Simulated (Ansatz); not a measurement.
**CH3AlOS: basis-set convergence**

Aim: see how fast density functionals converge with the basis set for CH3AlOS.

Computed with Ansatz 0.2.0, Gaussian basis. Level: one geometry, several basis sets.

The runs, in order: PBE0-D4/def2-SVP; ωB97M-V/def2-SVP; PBE0-D4/def2-QZVPP; ωB97M-V/def2-QZVPP; the functionals' def2-TZVPP values are taken from earlier runs.

1 further run of the same task is left out (it didn't finish).

## (1) Structure used throughout

An earlier PBE0-D4 in a triple-zeta def2 set relaxation fixed the geometry.

SMILES `[OH][AlH][CH]=S`, 7 atoms, charge 0, spin multiplicity 1.

Atoms are counted from 1 here; the program's logs count them from 0.

Bond lengths: O1–Al2 1.690 Å, O1–H5 0.960 Å, Al2–C3 1.975 Å, Al2–H6 1.575 Å, C3–S4 1.620 Å, C3–H7 1.094 Å. Angles: Al2–O1–H5 118.1°, O1–Al2–C3 115.8°, O1–Al2–H6 119.1°, C3–Al2–H6 125.0°, Al2–C3–S4 117.0°, Al2–C3–H7 125.9°, S4–C3–H7 117.2°.

Coordinates:

```
O    -1.7515    0.5436    0.2671
Al   -0.0851    0.8129    0.3449
C     1.0566   -0.6616   -0.3059
S     0.3033   -1.9867   -0.8539
H    -2.0574   -0.2960   -0.0829
H     0.4445    2.1825    0.9145
H     2.1507   -0.6627   -0.3293
```

## (2) PBE0-D4 in def2-SVP

in.yaml

```yaml
crystal:
  periodic: [false, false, false]
  atoms:
    - {symbol: O, position_ang: [-1.751473, 0.543627, 0.267061]}
    - {symbol: Al, position_ang: [-0.085057, 0.812871, 0.344903]}
    - {symbol: C, position_ang: [1.056635, -0.661564, -0.305935]}
    - {symbol: S, position_ang: [0.303304, -1.986696, -0.853895]}
    - {symbol: H, position_ang: [-2.057395, -0.296032, -0.082931]}
    - {symbol: H, position_ang: [0.444486, 2.182533, 0.914542]}
    - {symbol: H, position_ang: [2.150701, -0.662739, -0.329346]}
basis:
  gaussian: {orbitals: def2-SVP}
hamiltonian: {xc: pbe0, dispersion: d4}
output: {orbitals: {seedname: orbitals}}
```

On the command line:

```console
ansatz run in.yaml --threads 2 --pin off --events-out ev --progress --plain --max-ram 4352MiB
```

Further steps of the session: ωB97M-V in def2-SVP; PBE0-D4 in def2-QZVPP; ωB97M-V in def2-QZVPP.

Before running them: what should the planned runs give, taken together? Wanted: PBE0-D4: double and triple zeta above quadruple; ωB97M-V: double and triple zeta above quadruple.

**Answer**, as computed:

| quantity | value |
| --- | --- |
| PBE0-D4: double and triple zeta above quadruple | 10.67, 0.73 eV |
| ωB97M-V: double and triple zeta above quadruple | 10.70, 0.69 eV |

PBE0-D4 gains 9.94 eV from double to triple zeta, then 0.73 eV more. Total energies overstate the basis error of differences, where much of it tends to cancel.
